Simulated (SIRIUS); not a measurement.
The system is HfIn4SiO6.

```
Hf In Si O
1.0
     2.71603   -4.70332    0.00448
     2.71603    4.70332    0.00448
    -1.86309    0.00000    7.40415
Hf In Si O
1 4 1 6
Direct
  0.20480 0.79520 0.00000
  0.37139 0.62861 0.50000
  0.53812 0.46188 0.00000
  0.03500 0.96500 0.50000
  0.70907 0.29093 0.50000
  0.87146 0.12854 0.00000
  0.10741 0.06918 0.86667
  0.93082 0.89259 0.13333
  0.83975 0.37820 0.86669
  0.62180 0.16025 0.13331
  0.19813 0.46891 0.13338
  0.53109 0.80187 0.86662
```

The cell was built by a generator and needn't be a form met in nature.

```yaml
Program: SIRIUS 7.12.0
Task: single point
Functional: PBE
Potentials_or_basis: PseudoDojo 0.4.1 PBE standard (scalar relativistic)
Cutoff: 1152 eV
Density_cutoff: 4606 eV
k_mesh: 6 × 6 × 4
Occupations: fermi-dirac, width 0.05 eV
Spin: no spin polarisation
```

On this cell: pressure -0.4 GPa; largest force 0.096 eV/Å; band gap on the k mesh none (metal or under the smearing width).

The same run follows on a disturbed copy (atoms moved at random, drawn with an rms of 0.05 Å):

```
CELL_PARAMETERS angstrom
2.71603 -4.70332 0.00448
2.71603 4.70332 0.00448
-1.86309 0.00000 7.40415
ATOMIC_POSITIONS crystal
Hf 0.21457 0.79402 0.00787
In 0.35778 0.63418 0.49926
In 0.53348 0.45852 0.99591
In 0.03478 0.96645 0.50237
In 0.70285 0.28712 0.49763
Si 0.86373 0.12199 0.00215
O 0.10038 0.06482 0.85883
O 0.92263 0.89483 0.13392
O 0.84098 0.38353 0.86014
O 0.62759 0.15745 0.12992
O 0.19101 0.46644 0.13970
O 0.52878 0.80229 0.86781
```

Q: What does the disturbed cell give?

A: The energy (extrapolated to zero smearing) moves by +15.5 meV/atom; pressure -1.0 GPa; largest force 1.321 eV/Å; band gap on the k mesh none (metal or under the smearing width).

Forces on the atoms (eV/Å):
```
Hf  -0.701  1.060 -0.363
In   0.001 -0.240  0.014
In  -0.029 -0.304 -0.239
In  -0.090  0.159  0.073
In   0.073  0.071  0.153
Si   0.851 -0.414 -0.663
O   -0.012 -0.288  0.979
O    0.139 -0.752 -0.231
O   -0.039 -0.170  0.670
O   -0.203  0.776  0.382
O    0.308 -0.007 -0.543
O   -0.297  0.111 -0.233
```

Stress tensor (GPa, compression positive):
```
-0.84 -0.06  0.46
-0.06 -0.34  0.38
 0.46  0.38 -1.68
```
